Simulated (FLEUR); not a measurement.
# In (R-3m) in FLEUR: notebook

The runs below take In through equation of state, with PBEsol.

All numbers are computed with FLEUR MaX-R8.1 (later development tree); they aren't measurements. Logs are shortened: lines on timing, memory, paths and dates and some standing lists are left out, and cuts for length are marked.

### Step 1. Starting point

It takes space group R-3m (No. 166, trigonal). Conventional cell: a = 3.339 Å, b = 3.339 Å, c = 24.622 Å, α = 90.00°, β = 90.00°, γ = 120.00°. In (site symmetry 3m) is surrounded by 12 In at 3.34 to 3.35 Å. Around In (site symmetry -3m) lie 12 In at 3.34 to 3.35 Å.

This isn't the form of In at room conditions, which is tetragonal.

### Step 2. Equation of state, PBEsol, 24.83 Å³/atom (volume scaled by 0.94)

inp.xml

```xml
<?xml version="1.0" encoding="UTF-8" standalone="no"?>
<fleurInput fleurInputVersion="0.39">
   <comment>
      In                                                                                                  
   </comment>
   <calculationSetup>
      <cutoffs Kmax="4.1" Gmax="12.7" GmaxXC="12.7" numbands="0"/>
      <scfLoop itmax="60" minDistance="0.00001" maxIterBroyd="15" imix="Anderson" alpha="0.05" precondParam="0.0" spinf="2.0" sdNocoIR="T"/>
      <coreElectrons ctail="T" frcor="F" kcrel="0" coretail_lmax="0"/>
      <xcFunctional name="PBEs" relativisticCorrections="F"/>
      <magnetism jspins="1"/>
      <soc l_soc="F" theta="0.0" phi="0.0" spav="F"/>
      <expertModes spex="0" secvar="F"/>
      <geometryOptimization l_f="F" forcealpha="1.0" forcemix="BFGS" epsdisp="0.0005" epsforce="0.0002"/>
      <ldaU l_linMix="F" mixParam="0.05" spinf="1.0"/>
   </calculationSetup>
   <cell>
      <bzIntegration valenceElectrons="63.0" mode="hist" fermiSmearingEnergy="0.00183747">
         <kPointListSelection listName="default-1"/>
         <!-- k-points included here -->
         <xi:include xmlns:xi="http://www.w3.org/2001/XInclude" href="kpts.xml"> </xi:include>
      </bzIntegration>
      <!-- symmetry operations included here -->
      <xi:include xmlns:xi="http://www.w3.org/2001/XInclude" href="sym.xml"> </xi:include>
      <bulkLattice scale="0.9795861087">
         <bravaisMatrix>
            <row-1>    3.1551563109229988     1.8216303454223248    15.5098577202194203</row-1>
            <row-2>   -3.1551563109229988     1.8216303454223248    15.5098577202194203</row-2>
            <row-3>    0.0000000000000000    -3.6432606908446497    15.5098577202194203</row-3>
         </bravaisMatrix>
      </bulkLattice>
   </cell>
   <atomSpecies>
      <species name="Indium (In)" element="In" atomicNumber="49">
         <mtSphere radius="2.66" gridPoints="879" logIncrement="0.015"/>
         <atomicCutoffs lmax="10" lnonsphr="10"/>
         <electronConfig flipSpins="F">
            <coreConfig>(1s1/2) (2s1/2) (2p1/2) (2p3/2) (3s1/2) (3p1/2) (3p3/2) (3d3/2) (3d5/2)</coreConfig>
            <valenceConfig>(4s1/2) (4p1/2) (4p3/2) (5s1/2) (4d3/2) (4d5/2) (5p1/2) (5p3/2)</valenceConfig>
            <stateOccupation state="(5p1/2)" spinUp="0.166667" spinDown="0.166667"/>
            <stateOccupation state="(5p3/2)" spinUp="0.333333" spinDown="0.333333"/>
         </electronConfig>
         <energyParameters s="5" p="5" d="4" f="4"/>
         <lo type="SCLO" l="0" n="4" eDeriv="0"/>
         <lo type="SCLO" l="1" n="4" eDeriv="0"/>
         <lo type="SCLO" l="1" n="4" eDeriv="1"/>
         <lo type="SCLO" l="2" n="4" eDeriv="2"/>
         <lo type="SCLO" l="3" n="4" eDeriv="2"/>
      </species>
   </atomSpecies>
   <atomGroups>
      <atomGroup species="Indium (In)">
         <relPos label="                   1">.2219877600 .2219877600 .2219877600</relPos>
         <relPos label="                   2">-.2219877600 -.2219877600 -.2219877600</relPos>
         <force calculate="T" relaxXYZ="TTT"/>
      </atomGroup>
      <atomGroup species="Indium (In)">
         <relPos label="                   3">.0000000000 .0000000000 .0000000000</relPos>
         <force calculate="T" relaxXYZ="TTT"/>
      </atomGroup>
   </atomGroups>
   <output dos="F" band="F" slice="F">
      <checks vchk="F" cdinf="F"/>
      <bandDOS minEnergy="-.5*Htr" maxEnergy="0.5*Htr" sigma="0.015" storeEVData="T"/>
      <vacuumDOS vacdos="F" integ="F" star="F" nstars="0" locx1="0.0" locy1="0.0" locx2="0.0" locy2="0.0" nstm="0" tworkf="0.0"/>
      <unfoldingBand unfoldBand="F" supercellX="1" supercellY="1" supercellZ="1"/>
      <plotting iplot="0" polar="F">
         <plot TwoD="T" vec1="  1.0  0.0  0.0" vec2="  0.0  1.0  0.0" vec3="  0.0  0.0  1.0" zero="  0.0  0.0  0.0" file="plot"/>
      </plotting>
      <chargeDensitySlicing numkpt="0" minEigenval="0.0" maxEigenval="0.0" nnne="0" pallst="F"/>
      <specialOutput eonly="F"/>
      <moessbauerParams electricFieldGradient="T" isomerShift="T" coreHyperfine="T" valenceHyperfine="T"/>
      <magneticCircularDichroism mcd="F" energyLo="-10.0" energyUp="0.0"/>
   </output>
  <!-- We include the file relax.xml here to enable relaxations (see documentation) -->
  <xi:include xmlns:xi="http://www.w3.org/2001/XInclude" href="relax.xml"> <xi:fallback/> </xi:include>
</fleurInput>
```

Potentials or basis: all-electron, FLAPW.

Command:

```console
$ inpgen -f crystal.txt -profile fastHighL
$ # inp.xml edited to the form shown
$ fleur_MPI
```

The log of the run:

```text
Welcome to FLEUR        (www.flapw.de)
      MaX-Release 8.1          (www.max-centre.eu)

 ========== k-point set info ==========
 Selected k-point list: default-1
 k-point list type: mesh
 9 x 9 x 9
 Number of k points: 85

 ------------Calculation Setup---------------------------
 Number of MPI-tasks      :            1
 Number of PE/node        :            1
 Number of OMP-threads    :            1
 Most efficient MPI parallelization for:
           1           5          17          85
 Additional eigenvalue parallelization possible
 Number of basis functions:          700
 Approximate size of matrices (H+S) per k-point:         0.007 GB
 --------------------------------------------------------
 Iteration:     1   Distance:       4.43762900 me/bohr^3
 Iteration:     2   Distance:       4.10213436 me/bohr^3
 Iteration:     3   Distance:       1.92197500 me/bohr^3
 Iteration:     4   Distance:       0.53597340 me/bohr^3
 Iteration:     5   Distance:       0.24004483 me/bohr^3
 Iteration:     6   Distance:       0.15767929 me/bohr^3
 Iteration:     7   Distance:       0.03806839 me/bohr^3
 Iteration:     8   Distance:       0.03211630 me/bohr^3
 Iteration:     9   Distance:       0.00624789 me/bohr^3
 Iteration:    10   Distance:       0.00171890 me/bohr^3
 Iteration:    11   Distance:       0.00088734 me/bohr^3
 Iteration:    12   Distance:       0.00018585 me/bohr^3
 Iteration:    13   Distance:       0.00006907 me/bohr^3
 Iteration:    14   Distance:       0.00002819 me/bohr^3
 Iteration:    15   Distance:       0.00000429 me/bohr^3

 ********************************************************************
 Run finished successfully
 Stop message:
   all done
 ********************************************************************
```

out.xml (last iteration):

```text
<iteration numberForCurrentRun="   15" overallNumber="   15">
         <energyParameters units="Htr">
            <atomicEP atomType="1" spin="1" branch="5s" branchLowest="-3.96" branchHighest="0.85" value="0.0715665005"/>
            <atomicEP atomType="1" spin="1" branch="5p" branchLowest="-2.44" branchHighest="1.46" value="0.2629919270"/>
            <atomicEP atomType="1" spin="1" branch="4d" branchLowest="-15.46" branchHighest="-0.21" value="-0.2469333022"/>
            <atomicEP atomType="1" spin="1" branch="4f" branchLowest="-9.99" branchHighest="1.92" value="0.5992039816"/>
            <loAtomicEP atomType="1" spin="1" branch="4s" branchLowest="-28.51" branchHighest="-3.96" value="-3.9640648106"/>
            <loAtomicEP atomType="1" spin="1" branch="4p" branchLowest="-23.39" branchHighest="-2.44" value="-2.4466647218"/>
            <loAtomicEP atomType="1" spin="1" branch="4p" branchLowest="-23.39" branchHighest="-2.44" value="-2.4466647218"/>
            <loAtomicEP atomType="1" spin="1" branch="4d" branchLowest="-15.46" branchHighest="-0.21" value="-0.2574193881"/>
            <loAtomicEP atomType="1" spin="1" branch="4f" branchLowest="-9.99" branchHighest="1.92" value="0.5992060818"/>
            <atomicEP atomType="2" spin="1" branch="5s" branchLowest="-3.96" branchHighest="0.85" value="0.0714530062"/>
            <atomicEP atomType="2" spin="1" branch="5p" branchLowest="-2.44" branchHighest="1.46" value="0.2630003102"/>
            <atomicEP atomType="2" spin="1" branch="4d" branchLowest="-15.46" branchHighest="-0.21" value="-0.2472427966"/>
            <atomicEP atomType="2" spin="1" branch="4f" branchLowest="-9.99" branchHighest="1.92" value="0.5992938741"/>
            <loAtomicEP atomType="2" spin="1" branch="4s" branchLowest="-28.51" branchHighest="-3.96" value="-3.9643471040"/>
            <loAtomicEP atomType="2" spin="1" branch="4p" branchLowest="-23.40" branchHighest="-2.44" value="-2.4469555532"/>
            <loAtomicEP atomType="2" spin="1" branch="4p" branchLowest="-23.40" branchHighest="-2.44" value="-2.4469555532"/>
            <loAtomicEP atomType="2" spin="1" branch="4d" branchLowest="-15.46" branchHighest="-0.21" value="-0.2577287608"/>
            <loAtomicEP atomType="2" spin="1" branch="4f" branchLowest="-9.99" branchHighest="1.92" value="0.5992959716"/>
         </energyParameters>
         <eigenvalues>
            <eigenvaluesAt spin="1" ikpt="1" k_x="0.00000000" k_y="0.00000000" k_z="0.00000000">
                      -3.9643575699       -3.9640806065       -3.9640693850       -2.4397874245       -2.4395767359
                      -2.4395767359       -2.4394432141       -2.4393591981       -2.4393591981       -2.4393249579
                      -2.4393249579       -2.4392264776       -0.2669182878       -0.2667406478       -0.2646811726
                      -0.2644271006       -0.2644271006       -0.2634525079       -0.2634525079       -0.2629203655
                      -0.2629203655       -0.2587370437       -0.2587370437       -0.2530601262       -0.2530601262
                      -0.2527095145       -0.2527095145       -0.0926681024        0.0022966655        0.0030844446
                       0.2915795506        0.2924091309        0.6107102934        0.6107102934        0.6136358544
                       0.6136358544        0.6685380345        0.6685380345        0.6750221726        0.6822587726
                       0.6830876902        0.7005492841        0.7607827392        0.7607827392        0.7873017643
                       0.7978819947        0.8075395066        0.8075395066
            </eigenvaluesAt>
            <eigenvaluesAt spin="1" ikpt="2" k_x="0.00000000" k_y="0.00000000" k_z="0.11111111">
                      -3.9643557825       -3.9640785573       -3.9640679212       -2.4397835273       -2.4396125993
                      -2.4395858925       -2.4394348521       -2.4393905134       -2.4393689983       -2.4393557320
                      -2.4393328767       -2.4392305101       -0.2667727771       -0.2664641818       -0.2647856047
                      -0.2643669125       -0.2631748779       -0.2629167730       -0.2626252308       -0.2620342112
[... 16 lines left out ...]
                       0.6589188250        0.7058822624        0.7317667952        0.7716528827        0.7871946420
                       0.8251454718        0.8461140704        0.8616621827
            </eigenvaluesAt>
            <eigenvaluesAt spin="1" ikpt="4" k_x="0.00000000" k_y="0.00000000" k_z="0.33333333">
[... 28 lines left out ...]
            <state n="3" l="0" j="0.5" energy="-28.5093237054" weight="1.0000000000"/>
            <state n="3" l="1" j="0.5" energy="-24.3666779698" weight="1.0000000000"/>
            <state n="3" l="1" j="1.5" energy="-22.9679520515" weight="2.0000000000"/>
            <state n="3" l="2" j="1.5" energy="-15.6349314247" weight="2.0000000000"/>
            <state n="3" l="2" j="2.5" energy="-15.3482246427" weight="3.0000000000"/>
         </coreStates>
         <coreStates atomType="     2" atomicNumber=" 49" spin="1" kinEnergy="   5925.8616755970" eigValSum="  -3513.1000579827" lostElectrons=" 0.000000">
            <state n="1" l="0" j="0.5" energy="-1018.3542967484" weight="1.0000000000"/>
            <state n="2" l="0" j="0.5" energy="-152.0872718366" weight="1.0000000000"/>
            <state n="2" l="1" j="0.5" energy="-141.8222563599" weight="1.0000000000"/>
            <state n="2" l="1" j="1.5" energy="-134.0787000153" weight="2.0000000000"/>
            <state n="3" l="0" j="0.5" energy="-28.5095867677" weight="1.0000000000"/>
            <state n="3" l="1" j="0.5" energy="-24.3669412487" weight="1.0000000000"/>
            <state n="3" l="1" j="1.5" energy="-22.9682155167" weight="2.0000000000"/>
            <state n="3" l="2" j="1.5" energy="-15.6351930239" weight="2.0000000000"/>
            <state n="3" l="2" j="2.5" energy="-15.3484863061" weight="3.0000000000"/>
         </coreStates>
         <allElectronCharges>
            <spinDependentCharge spin="1" total="147.0000000" interstitial="4.6100601" mtSpheres="142.3899399"/>
            <totalCharge value="146.9999999994"/>
         </allElectronCharges>
         <moessbauerParams unitsHFF="kG" unitsIS="e/bohr^3" unitsEFG="Htr/bohr^2">
            <coreIsomerShift atomType="1" isTotal="176714.40539">
               <shell n="1" l="0" isomerShift="154759.21509"/>
               <shell n="2" l="0" isomerShift="17993.19914"/>
               <shell n="2" l="1" isomerShift="413.73549"/>
               <shell n="3" l="0" isomerShift="3462.45975"/>
               <shell n="3" l="1" isomerShift="85.79591"/>
               <shell n="3" l="2" isomerShift="0.00001"/>
            </coreIsomerShift>
            <coreIsomerShift atomType="2" isTotal="176714.40508">
               <shell n="1" l="0" isomerShift="154759.21423"/>
               <shell n="2" l="0" isomerShift="17993.20009"/>
               <shell n="2" l="1" isomerShift="413.73554"/>
               <shell n="3" l="0" isomerShift="3462.45931"/>
               <shell n="3" l="1" isomerShift="85.79590"/>
               <shell n="3" l="2" isomerShift="0.00001"/>
            </coreIsomerShift>
            <isomerShift atomType="1" nucleusRadius="0.0001148" averageDensity="177453.80793"/>
            <isomerShift atomType="2" nucleusRadius="0.0001148" averageDensity="177454.11502"/>
            <electricFieldGradient atomType="1" VXX="0.02736" VYY="0.02736" VZZ="-0.05472" asymParam="0.00000">
            </electricFieldGradient>
            <electricFieldGradient atomType="2" VXX="-0.02838" VYY="-0.02838" VZZ="0.05676" asymParam="0.00000">
            </electricFieldGradient>
         </moessbauerParams>
         <totalEnergy                                    value="   -17641.7950390242" units="Htr">
            <sumOfEigenvalues                            value="   -10613.6360212802">
               <coreElectrons value="-10539.2853513167"/>
               <valenceElectrons value="-74.3506699634"/>
            </sumOfEigenvalues>
            <densityCoulombPotentialIntegral value="-28526.4554009739"/>
            <densityEffectivePotentialIntegral value="-29146.9982464262"/>
            <chargeDenXCDenIntegral value="-472.0272294898"/>
            <FockExchangeEnergyValence value="0.0000000000"/>
            <FockExchangeEnergyCore value="0.0000000000"/>
            <atomTypeDependentContributions atomType="1">
               <electronNucleiInteractionDifferentMTs value="14252.4348519814"/>
               <MadelungTerm value="-40.8371351290"/>
            </atomTypeDependentContributions>
            <atomTypeDependentContributions atomType="2">
               <electronNucleiInteractionDifferentMTs value="7126.2005604168"/>
               <MadelungTerm value="-20.4297866663"/>
            </atomTypeDependentContributions>
            <tkbTimesEntropy value="0.0005476453"/>
            <freeEnergy value="-17641.7955866694"/>
            <extrapolationTo0K value="-17641.7953128468"/>
         </totalEnergy>
         <densityConvergence units="me/bohr^3">
            <chargeDensity spin="1" distance="0.0000042850"/>
         </densityConvergence>
      </iteration>
```

Run time: 5.3 min. Hardware: 1 thread of Arm Neoverse V2, shared host; peak memory 0.18 GiB.

Results:

```yaml
Free_energy: -480057.7138 eV
Band_gap_on_the_k_mesh: none (metal or under the smearing width)
Valence_electrons_inside_the_program's_atomic_spheres: In 19.46 (radii In 2.66 bohr)
```

### Step 3. Equation of state, PBEsol, 25.36 Å³/atom (volume scaled by 0.96)

Edit inp.xml of step 2 so:

```diff
@@ -24,3 +24,3 @@
       <xi:include xmlns:xi="http://www.w3.org/2001/XInclude" href="sym.xml"> </xi:include>
-      <bulkLattice scale="0.9795861087">
+      <bulkLattice scale="0.9864848297">
          <bravaisMatrix>
```

Potentials or basis: all-electron, FLAPW.

Command:

```console
$ inpgen -f crystal.txt -profile fastHighL
$ # inp.xml edited to the form shown
$ fleur_MPI
```

It took 5.4 min on 1 thread of Arm Neoverse V2, shared host; peak memory 0.18 GiB.

Results (log left out):

| Property | Result |
| --- | --- |
| Free energy | -480057.7248 eV |
| Band gap on the k mesh | none (metal or under the smearing width) |
| Valence electrons inside the program's atomic spheres | In 19.45 (radii In 2.66 bohr) |

### Step 4. Equation of state, PBEsol, 25.89 Å³/atom (volume scaled by 0.98)

Edit inp.xml of step 3 so:

```diff
@@ -24,3 +24,3 @@
       <xi:include xmlns:xi="http://www.w3.org/2001/XInclude" href="sym.xml"> </xi:include>
-      <bulkLattice scale="0.9864848297">
+      <bulkLattice scale="0.9932883884">
          <bravaisMatrix>
```

Command:

```console
$ inpgen -f crystal.txt -profile fastHighL
$ # inp.xml edited to the form shown
$ fleur_MPI
```

It took 5.5 min on 1 thread of Arm Neoverse V2, shared host; peak memory 0.18 GiB.

Results (log left out):

```yaml
Free_energy: -480057.7262 eV
Band_gap_on_the_k_mesh: none (metal or under the smearing width)
Valence_electrons_inside_the_program's_atomic_spheres: In 19.43 (radii In 2.66 bohr)
```

### Step 5. Equation of state, PBEsol, 26.42 Å³/atom

Edit inp.xml of step 4 so:

```diff
@@ -24,3 +24,3 @@
       <xi:include xmlns:xi="http://www.w3.org/2001/XInclude" href="sym.xml"> </xi:include>
-      <bulkLattice scale="0.9932883884">
+      <bulkLattice scale="1.0000000000">
          <bravaisMatrix>
```

Command:

```console
$ inpgen -f crystal.txt -profile fastHighL
$ # inp.xml edited to the form shown
$ fleur_MPI
```

Run time: 5.6 min. Hardware: 1 thread of Arm Neoverse V2, shared host; peak memory 0.19 GiB.

The run converged. Its results:

- Free energy: -480057.7192 eV
- Band gap on the k mesh: none (metal or under the smearing width)
- Valence electrons inside the program's atomic spheres: In 19.42 (radii In 2.66 bohr)

### Step 6. Equation of state, PBEsol, 26.95 Å³/atom (volume scaled by 1.02)

Edit inp.xml of step 5 so:

```diff
@@ -24,3 +24,3 @@
       <xi:include xmlns:xi="http://www.w3.org/2001/XInclude" href="sym.xml"> </xi:include>
-      <bulkLattice scale="1.0000000000">
+      <bulkLattice scale="1.0066227096">
          <bravaisMatrix>
```

Potentials or basis: all-electron, FLAPW.

Command:

```console
$ inpgen -f crystal.txt -profile fastHighL
$ # inp.xml edited to the form shown
$ fleur_MPI
```

Run time: 5.6 min. Hardware: 1 thread of Arm Neoverse V2, shared host; peak memory 0.19 GiB.

The run converged. Its results:

* Free energy: -480057.7046 eV
* Band gap on the k mesh: none (metal or under the smearing width)
* Valence electrons inside the program's atomic spheres: In 19.41, 19.40 (radii In 2.66 bohr)

### Step 7. Equation of state, PBEsol, 27.48 Å³/atom (volume scaled by 1.04)

Edit inp.xml of step 6 so:

```diff
@@ -24,3 +24,3 @@
       <xi:include xmlns:xi="http://www.w3.org/2001/XInclude" href="sym.xml"> </xi:include>
-      <bulkLattice scale="1.0066227096">
+      <bulkLattice scale="1.0131594038">
          <bravaisMatrix>
```

Command:

```console
$ inpgen -f crystal.txt -profile fastHighL
$ # inp.xml edited to the form shown
$ fleur_MPI
```

Wall time 6 min (1 thread of Arm Neoverse V2, shared host); peak memory 0.19 GiB.

The run converged. Its results:

```
Free energy                                           : -480057.6835 eV
Band gap on the k mesh                                : none (metal or under the smearing width)
Valence electrons inside the program's atomic spheres : In 19.39 (radii In 2.66 bohr)
```

### Step 8. Equation of state, PBEsol, 28.00 Å³/atom (volume scaled by 1.06)

Edit inp.xml of step 7 so:

```diff
@@ -24,3 +24,3 @@
       <xi:include xmlns:xi="http://www.w3.org/2001/XInclude" href="sym.xml"> </xi:include>
-      <bulkLattice scale="1.0131594038">
+      <bulkLattice scale="1.0196128224">
          <bravaisMatrix>
```

Command:

```console
$ inpgen -f crystal.txt -profile fastHighL
$ # inp.xml edited to the form shown
$ fleur_MPI
```

Run time: 6.1 min. Hardware: 1 thread of Arm Neoverse V2, shared host; peak memory 0.19 GiB.

The run converged. Its results:

```yaml
Free_energy: -480057.6566 eV
Band_gap_on_the_k_mesh: none (metal or under the smearing width)
Valence_electrons_inside_the_program's_atomic_spheres: In 19.38 (radii In 2.66 bohr)
```

### Step 9. Equation of state, PBEsol

Potentials or basis: all-electron, FLAPW.

No new run: the results of the series are fitted here.

Results:

```yaml
Equilibrium_volume: 25.71 Å³/atom
Bulk_modulus_at_fixed_shape_and_positions: 43 GPa
Pressure_derivative_of_the_bulk_modulus: 5.0
```

Energy against volume, from the lowest point:
| volume (Å³/atom) | energy (meV/atom) |
| --- | --- |
| 24.834 | 4.13 |
| 25.363 | 0.47 |
| 25.891 | 0.00 |
| 26.419 | 2.34 |
| 26.948 | 7.18 |
| 27.476 | 14.22 |
| 28.005 | 23.21 |

Caveat: the cell was scaled at fixed shape and fractional positions, which overstates the stiffness of a crystal with free parameters, most of all of layers and chains.
